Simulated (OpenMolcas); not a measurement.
**Pt³⁺ among point charges: CASSCF and CASPT2 levels and susceptibility**

How does a field of 6 point charges split the states of Pt³⁺, and what χT follows?

Method: state-averaged CASSCF and CASPT2, spin-orbit coupling by RASSI with atomic mean-field integrals. Code: OpenMolcas 26.06.

**1. The atom as given**

* Species: Pt³⁺ (platinum, Z = 78, 75 electrons)
* Basis: ANO-RCC-VDZP [7s6p4d2f], 59 functions
* Scalar Hamiltonian: DKH2, point nucleus
* Inactive shells: 1s 2s 2p 3s 3p 3d 4s 4p 4d 4f 5s 5p
* Active space: 7 electrons in 5 orbitals (5d)
* Some configurations of this space: 5d⁷
* Orbitals: optimised for each spin and parity, averaged over all roots

Outer shells as boxes (Hund's rule):

5d7
```
5d [↑↓][↑↓][↑ ][↑ ][↑ ]
```

The ion sits among 6 point charges of -1.7 e arranged as a tetragonal octahedron (D4h), 1.99 Å from the ion, with the axial distance 2.487 Å.

Each step is its own input file, run in one work folder so that later steps find the files of earlier ones. Labels, J, g values, rates, χT and fits are worked out afterwards by a script from the matrices that RASSI stores. The input lists half of the charges; inversion (Group=XYZ) makes the rest.

**2. GATEWAY and SEWARD: basis and integrals**

The input, a.inp:

```
&GATEWAY
Coord
1

Pt 0.0 0.0 0.0
Basis=ANO-RCC-VDZP
Group=XYZ
NoMove
AngMom=0.0 0.0 0.0
AMFI
XField
3 Angstrom 0
1.990000 0.000000 0.000000 -1.700000
0.000000 1.990000 0.000000 -1.700000
0.000000 0.000000 2.487500 -1.700000
&SEWARD
```

The run is started by

```console
$ OMP_NUM_THREADS=1 MOLCAS_MEM=1689 MOLCAS_PROJECT=a pymolcas a.inp > a.log
```

**3. CASSCF: quartets of even parity, 10 roots**

The input, a.inp:

```
&RASSCF
FileOrb=start.orb
Symmetry=1
Spin=4
nActEl=7 0 0
Inactive=15 19
Ras2=5 0
CIRoot=10 10 1
SDav=10
CIMx=300
Iter=120 100
PrWF=0.3
OrbListing=Nothing
MaxOrb=0
>>> COPY $Project.JobIph JOB001
```

start.orb holds the contracted functions of the basis, ordered by shell, or the orbitals of the step before.

**4. CASSCF: doublets of even parity, 40 roots**

The input, a.inp:

```
&RASSCF
FileOrb=start.orb
Symmetry=1
Spin=2
nActEl=7 0 0
Inactive=15 19
Ras2=5 0
CIRoot=40 40 1
SDav=40
CIMx=300
Iter=120 100
PrWF=0.3
OrbListing=Nothing
MaxOrb=0
>>> COPY $Project.JobIph JOB002
```

**5. State interaction with spin-orbit coupling**

The input, a.inp:

```
&RASSI
NrOfJobIphs=2 10 40
1 2 3 4 5 6 7 8 9 10
1 2 3 4 5 6 7 8 9 10 11 12 13 14 15 16 17 18 19 20 21 22 23 24 25 26 27
28 29 30 31 32 33 34 35 36 37 38 39 40
IphNames
JOB001
JOB002
EJob
SpinOrbit
DIPRint=1.0
SOCoupling=1000.0
Subsets=2
Property=9
'ANGMOM' 1 'ANGMOM' 2 'ANGMOM' 3 'MLTPL  1' 1 'MLTPL  1' 2 'MLTPL  1' 3
'AMFI' 1 'AMFI' 2 'AMFI' 3
SOProperty=3
'ANGMOM' 1 'ANGMOM' 2 'ANGMOM' 3
```

**6. CASPT2: IPEA 0.25, imaginary shift 0.1 (closed shells correlated: 5s 5p)**

The input, a.inp:

```
>>> COPY JOB001 $Project.JobIph
&CASPT2
Multistate=10 1 2 3 4 5 6 7 8 9 10
NoMult
Frozen=14 16
IPEA=0.25
Imaginary=0.1
MaxIter=60
WThr=0.0 0.3 0.05
PrWF=0.5
NoMix
>>> COPY JOB002 $Project.JobIph
&CASPT2
Multistate=40 1 2 3 4 5 6 7 8 9 10 11 12 13 14 15 16 17 18 19 20 21 22
23 24 25 26 27 28 29 30 31 32 33 34 35 36 37 38 39 40
NoMult
Frozen=14 16
IPEA=0.25
Imaginary=0.1
MaxIter=60
WThr=0.0 0.3 0.05
PrWF=0.5
NoMix
```

(Steps that only read results are left out.)

What does the calculation give? Wanted: spin-free ground state; first state of the same spin within the active space; lowest level; next level.

**Answer**, as computed:

| quantity | value |
| --- | --- |
| method | SS-CASPT2, IPEA 0.25, imaginary shift 0.1 (closed shells correlated: 5s 5p) |
| spin-free ground state | 4A2, 1-fold in its orbital part |
| first state of the same spin within the active space | 4E at 2790 cm⁻¹ |
| lowest level | 2-fold E1/2, g = 1.54, 6.11, 6.11 |
| next level | 1621.2 cm⁻¹ |
| χT at 300 K | 2.98 cm³ K/mol |
| effective moment at 300 K | 4.88 μB |

Cost by method:

| method | time of its own steps | time with the reference |
| --- | --- | --- |
| A. CASSCF | 14 s | 14 s |
| B. SS-CASPT2, IPEA 0.25, imaginary shift 0.1, +5s 5p | 4.4 s | 18 s |

Times are of one thread on a shared host.

In words: The spin-free ground state (4A2) comes to 92 % from free-ion F terms and keeps the highest spin of the shell. χT at 300 K is 2.98, against 1.88 cm³ K/mol for the spin alone, so orbital moment adds to it. An active space of the d shell alone favours high spin; real ions in strong fields can be low spin. The field of point charges can differ much from that of real complexes. With metal d orbitals alone active, the gaps between spin states are rough; where two lie within a few thousand cm-1, their order is open. This is an electrostatic model: the charges have no orbitals.
